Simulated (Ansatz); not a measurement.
# HOsCl (element-swapped structure): how the settings move a relaxation

Aim: see which settings change the result for HOsCl (element-swapped structure), by how much, and at what cost.

Method: reference: DFT r2SCAN, plane waves, PAW, scalar-relativistic, no spin polarisation, in Ansatz 0.2.0.

2 further runs of the same task are left out: 2 that didn't finish.

### Step 1. Starting point

It takes space group R-3m (No. 166, trigonal). The conventional cell has a = 3.471 Å, b = 3.471 Å, c = 25.469 Å, α = 90.00°, β = 90.00°, γ = 120.00°. Around H (site symmetry 3m) lie 4 Os at 2.06 Å. Cl (site symmetry 3m) has 3 Os at 2.54 Å as nearest neighbours. Around Os (site symmetry 3m) lie 4 H at 2.06 Å and 3 Cl at 2.54 Å.

As a file:

```xyz
6
Lattice="1.7353 3.0056 0.0000 -1.7353 3.0056 0.0000 -1.7353 1.0019 8.4897" Properties=species:S:1:pos:R:3 pbc="T T T"
H    -1.7353    3.0056    5.0429
H     0.0000    4.0075    3.4468
Cl    0.0000    2.0037    1.4254
Cl   -1.7353    5.0093    7.0643
Os   -1.7353    3.0056    2.9858
Os    0.0000    4.0075    5.5040
```

### Step 2. The reference run

File input.yaml:

```yaml
crystal:
  lattice:
    - [1.73529, 3.00561, 0.0]
    - [-1.73529, 3.00561, 0.0]
    - [-1.73529, 1.001867, 8.489723]
  atoms:
    - { symbol: H, position: [0.198, 0.604, 0.594] }
    - { symbol: H, position: [0.802, 0.396, 0.406] }
    - { symbol: Cl, position: [0.3893, 0.2214, 0.1679] }
    - { symbol: Cl, position: [0.6107, 0.7786, 0.8321] }
    - { symbol: Os, position: [0.11723, 0.76554, 0.35169] }
    - { symbol: Os, position: [0.88277, 0.23446, 0.64831] }
  symmetry: { tolerance: 0.0003 }
kpoints:
  mp_grid: { grid: [6, 6, 6], shift: [0, 0, 0] }
magnetization:
  spin_polarized: false
scf:
  occupations: { method: fermi_dirac }
hamiltonian:
  pseudopotentials: { kind: paw }
  xc: r2scan
basis:
  ecutwfc: 500
output:
  forces: true
  stress: true
  eigenvalues: true
  write_density: true
  write_potential: true
  elf: true
  volumetric_format: npy
relax:
  max_steps: 40
  cell: {}
```

On the command line:

```bash
ansatz run input.yaml --threads 1 --pin off --max-ram 2560MiB --backend cpu --events-out ev --progress --plain --runs-dir out
```

The program printed, shortened:

```text
Warning: crystal.lattice misses the space group found at crystal.symmetry.tolerance 3.0e-4 in a digit that the deck types, which is why this is a warning: making the lattice exact moves one of its numbers by a whole unit of that number's last typed decimal, or more. The operation that it [...]
Warning: RAYON_NUM_THREADS=1 ignored (pool sized by the plan → 1); use --threads N
[...]
Pseudopotentials: kind: paw
Pseudopotential: H, paw, valence charge 1, recommended cutoff 500 eV (meta_gga), H.paw.azcp
Pseudopotential: Cl, paw, valence charge 7, recommended cutoff 500 eV (meta_gga), Cl.paw.azcp
Pseudopotential: Os, paw, valence charge 16, recommended cutoff 500 eV (meta_gga), Os.paw.azcp
Functional definition: r2SCAN
[...]
Crystal: 6 atoms, lattice volume = 88.558 Å³
Basis set: ecut = 500 eV, 2233 PW (Γ), exchange–correlation on 108×108×256 points (64 copies of the dense FFT grid, shifted against one another)
Bands: 30, of which v1, the nominal top of the filled ones, is band 24 counted from 1 (23 counted from 0)
Symmetry: 12 space group operations
Space group: R-3m (ITA 166), of the structure as read, at distance tolerance 1.3e-3 Å
k-points: 32 of 216
[...]
SCF iter   1: F=—  HF=-24989.910725 eV  |F-HF|=—  |Δ(HF+E_count)|=         —  Δρ=1.23e-2  dr2=1.28e-1  dr2_τ=1.64e-1  ethr=1.77e-3  ⟨swp⟩=5.8  Hψ=3903  notcnv=0
[...]
relax step   1: F+E_penalty+E_count = -24989.98250179 eV  Δ(F+E_penalty+E_count) = +0.000e0 eV  max|allowed force component| = 2.576e0 eV/Å  Δτ_max = 0.0000 Å  P = -15.031 GPa  Ω = 88.558 Å³  (8 SCF iters, dr2 threshold 1.00e-7 eV, accepted)
[...]
SCF converged after 5 iterations
Free energy (F): -24991.718856 eV
[...]
E sigma→0 (E₀):  -24991.669404 eV
Entropy (-TS):   -0.098903 eV (-16.484 meV/atom)
Fermi energy:    11.428734 eV
[...]
--- Forces (eV/Å), atoms counted from 1 ---
  atom   1  H      0.00000000     0.00000000    -0.00020256
  atom   2  H     -0.00000000    -0.00000000     0.00020256
  atom   3  Cl    -0.00000000    -0.00000000     0.00030251
  atom   4  Cl     0.00000000     0.00000000    -0.00030251
  atom   5  Os     0.00000000    -0.00000000     0.00008086
  atom   6  Os    -0.00000000     0.00000000    -0.00008086
[...]
--- Stress (GPa, compression-positive) ---
       -0.003425      -0.000000       0.000000
       -0.000000      -0.003425       0.000000
        0.000000       0.000000      -0.004596
  P = ⅓ Tr σ = -0.0038 GPa (-0.038 kbar)
--- Band table (eV; the first three rows and the last of 32) ---
[...]
--- Relaxed structure (12 steps of the walk, 10 accepted, 2 SCFs on fresh bases) ---
  F+E_penalty+E_count = -24991.71885616 eV   max|allowed force component| = 3.025e-4 eV/Å   (the final SCF, on the basis selected at the relaxed cell)
  cell:  # Å, volume = 81.0700 Å³
    - [1.5997108469558963, 2.77078046434661, 4.895531751050988e-7]
    - [-1.5997108469558963, 2.77078046434661, 4.895531751500415e-7]
    - [-1.5997108469558965, 0.9235918723282726, 9.145057357273709]
  atoms:
    - { symbol: H, position: [0.19617179593811235, 0.6076564081237749, 0.5885153878143374] }
    - { symbol: H, position: [0.8038282040618872, 0.39234359187622503, 0.4114846121856622] }
    - { symbol: Cl, position: [0.39555402448883836, 0.20889195102232375, 0.1866620734665147] }
    - { symbol: Cl, position: [0.6044459755111616, 0.7911080489776766, 0.813337926533485] }
    - { symbol: Os, position: [0.12954315569360056, 0.7409136886127987, 0.38862946708080204] }
    - { symbol: Os, position: [0.870456844306399, 0.25908631138720134, 0.6113705329191977] }
```

It took 2.9 min on 1 thread of Arm Neoverse V2, shared host; peak memory 0.61 GiB.

### Step 3. Variant: eigensolver.kind davidson, hubbard.sites [{species: Os, l: d, u_eff: 4.0}], hubbard.double_counting amf, f_tol 0.001, max_displacement 0.1

input.yaml: that of step 2 with these lines changed.

```diff
@@ -19,2 +19,3 @@
   occupations: { method: fermi_dirac }
+  eigensolver: { kind: davidson }
 hamiltonian:
@@ -22,2 +23,3 @@
   xc: r2scan
+  hubbard: { sites: [{ species: Os, l: d, u_eff: 4.0 }], double_counting: amf }
 basis:
@@ -28,6 +30,2 @@
   eigenvalues: true
-  write_density: true
-  write_potential: true
-  elf: true
-  volumetric_format: npy
 relax:
@@ -35 +33,3 @@
   cell: {}
+  f_tol: 0.001
+  max_displacement: 0.1
```

On the command line:

```bash
ansatz run input.yaml --threads 1 --pin off --max-ram 2560MiB --backend cpu --events-out ev --progress --plain --runs-dir out
```

The program printed, shortened:

```text
Warning: crystal.lattice misses the space group found at crystal.symmetry.tolerance 3.0e-4 in a digit that the deck types, which is why this is a warning: making the lattice exact moves one of its numbers by a whole unit of that number's last typed decimal, or more. The operation that it [...]
Warning: RAYON_NUM_THREADS=1 ignored (pool sized by the plan → 1); use --threads N
H: projections on atomic orbitals take those of the free atom 1s1, of charge +0.00 (hamiltonian.pseudopotentials.projection_atoms); the dataset's partial waves leave at most 1.2e-11 of an orbital's norm unspanned inside its sphere
Cl: projections on atomic orbitals take those of the free atom [Ne] 3s2 3p5, of charge +0.00 (hamiltonian.pseudopotentials.projection_atoms); the dataset's partial waves leave at most 2.1e-7 of an orbital's norm unspanned inside its sphere
[...]
       -0.000000       0.006616       0.000000
       -0.000000       0.000000      -0.013629
  P = ⅓ Tr σ = -0.0001 GPa (-0.001 kbar)
--- Band table (eV; the first three rows and the last of 32) ---
[...]
Occupation matrices written to <dir>
--- Relaxed structure (9 steps of the walk, 9 accepted, 1 SCFs on fresh bases) ---
  F+E_penalty+E_count = -24993.11322259 eV   max|allowed force component| = 2.367e-4 eV/Å   (the final SCF, on the basis selected at the relaxed cell)
  cell:  # Å, volume = 87.6070 Å³
    - [1.7723724232678773, 3.0698390870338867, 5.423921134787473e-7]
    - [-1.7723724232678773, 3.0698390870338867, 5.423921134993318e-7]
    - [-1.7723724232678775, 1.0232782732317263, 8.050782899202021]
  atoms:
    - { symbol: H, position: [0.19253258394250108, 0.6149348321149979, 0.5775977518275031] }
    - { symbol: H, position: [0.8074674160574993, 0.38506516788500217, 0.42240224817249694] }
    - { symbol: Cl, position: [0.39854570256601796, 0.20290859486796414, 0.1956371076980539] }
    - { symbol: Cl, position: [0.6014542974339818, 0.7970914051320357, 0.8043628923019458] }
    - { symbol: Os, position: [0.12077102472308714, 0.7584579505538259, 0.362313074169261] }
    - { symbol: Os, position: [0.8792289752769129, 0.24154204944617408, 0.6376869258307389] }
```

Run time: 2.6 min. Hardware: 1 thread of Arm Neoverse V2, shared host; peak memory 0.64 GiB.

Changing the solver, Hubbard U, convergence setting and walk settings moves the energy by -232.4 meV/atom, and the final volume goes from 81.07 to 87.61 Å³. The U term adds an energy of its own, so the shift says nothing about which run is better.

### Step 4. Changed: lower_state_search light, xc pbesol, ecutwfc 58.8 Ry

input.yaml: that of step 2 with these lines changed.

```diff
@@ -19,7 +19,8 @@
   occupations: { method: fermi_dirac }
+  lower_state_search: light
 hamiltonian:
   pseudopotentials: { kind: paw }
-  xc: r2scan
+  xc: pbesol
 basis:
-  ecutwfc: 500
+  ecutwfc: "58.8 Ry"
 output:
```

On the command line:

```bash
ansatz run input.yaml --threads 1 --pin off --max-ram 2560MiB --backend cpu --events-out ev --progress --plain --runs-dir out
```

The program printed, shortened:

```text
Warning: crystal.lattice misses the space group found at crystal.symmetry.tolerance 3.0e-4 in a digit that the deck types, which is why this is a warning: making the lattice exact moves one of its numbers by a whole unit of that number's last typed decimal, or more. The operation that it [...]
Warning: RAYON_NUM_THREADS=1 ignored (pool sized by the plan → 1); use --threads N
[...]
[... 1 set-up line as earlier in the session ...]
Pseudopotential: H, paw, valence charge 1, recommended cutoff 420 eV (normal), H.paw.azcp
Pseudopotential: Cl, paw, valence charge 7, recommended cutoff 420 eV (normal), Cl.paw.azcp
Pseudopotential: Os, paw, valence charge 16, recommended cutoff 420 eV (normal), Os.paw.azcp
Functional definition: PBEsol
[...]
Crystal: 6 atoms, lattice volume = 88.558 Å³
Basis set: ecut = 800.0147556320471 eV, 4467 PW (Γ), exchange–correlation on 72×72×162 points (8 copies of the dense FFT grid, shifted against one another)
Bands: 30, of which v1, the nominal top of the filled ones, is band 24 counted from 1 (23 counted from 0)
[... 1 set-up line as earlier in the session ...]
[...]
        0.014437      -0.000000      -0.000000
       -0.000000       0.014437      -0.000000
       -0.000000      -0.000000       0.024356
  P = ⅓ Tr σ = 0.0177 GPa (0.177 kbar)
--- Band table (eV; the first three rows and the last of 32) ---
[...]
--- Relaxed structure (12 steps of the walk, 11 accepted, 1 SCFs on fresh bases) ---
  F+E_penalty+E_count = -24652.50754687 eV   max|allowed force component| = 1.143e-3 eV/Å   (the final SCF, on the basis selected at the relaxed cell)
  cell:  # Å, volume = 80.1659 Å³
    - [1.5733555891408888, 2.7251318187644404, 4.814877799373099e-7]
    - [-1.5733555891408888, 2.7251318187644404, 4.814877799860312e-7]
    - [-1.573355589140889, 0.9083756211760211, 9.34857408988165]
  atoms:
    - { symbol: H, position: [0.198550750274071, 0.6028984994518575, 0.5956522508222134] }
    - { symbol: H, position: [0.8014492497259287, 0.39710150054814247, 0.4043477491777863] }
    - { symbol: Cl, position: [0.3969628133011126, 0.20607437339777507, 0.19088843990333768] }
    - { symbol: Cl, position: [0.6030371866988875, 0.7939256266022252, 0.8091115600966622] }
    - { symbol: Os, position: [0.1304294109504441, 0.7391411780991115, 0.3912882328513328] }
    - { symbol: Os, position: [0.8695705890495554, 0.26085882190088844, 0.6087117671486673] }
```

Run time: 2.3 min. Hardware: 1 thread of Arm Neoverse V2, shared host; peak memory 0.55 GiB.

Total energies don't compare across a change of functional; the final volume goes from 81.07 to 80.17 Å³. The search for lower states and cutoff changed too.

### Step 5. All runs together

| run | ending | energy change | pressure (GPa) | gap (eV) | force (eV/Å) | cycles | time |
| --- | --- | --- | --- | --- | --- | --- | --- |
| reference | converged | 0 | 0.0 | 0.00 | 0.00 | 91 | 2.9 min |
| 1: eigensolver.kind davidson, hubbard.sites [{species: Os, l: d, u_eff: 4.0}], hubbard.double_counting amf, f_tol 0.001, max_displacement 0.1 | converged | -232.4 meV/atom (U changed: no physical gain or loss) | 0.0 | 0.00 | 0.00 | 90 | 2.6 min |
| 2: lower_state_search light, xc pbesol, ecutwfc 58.8 Ry | converged | not comparable | 0.0 | 0.00 | 0.00 | 86 | 2.3 min |

Times don't compare one to one where runs were asked for different outputs or read a saved state (see the inputs); cycles may leave out searches for a lower state.

**Reading.** A changed U is a change of model: its shifts are not errors of convergence. The reference leaves spin out although Os can carry a moment, so its state need not be the lowest.

Caveats on the reference run: its mesh is coarse for a cell with so small a gap or none.
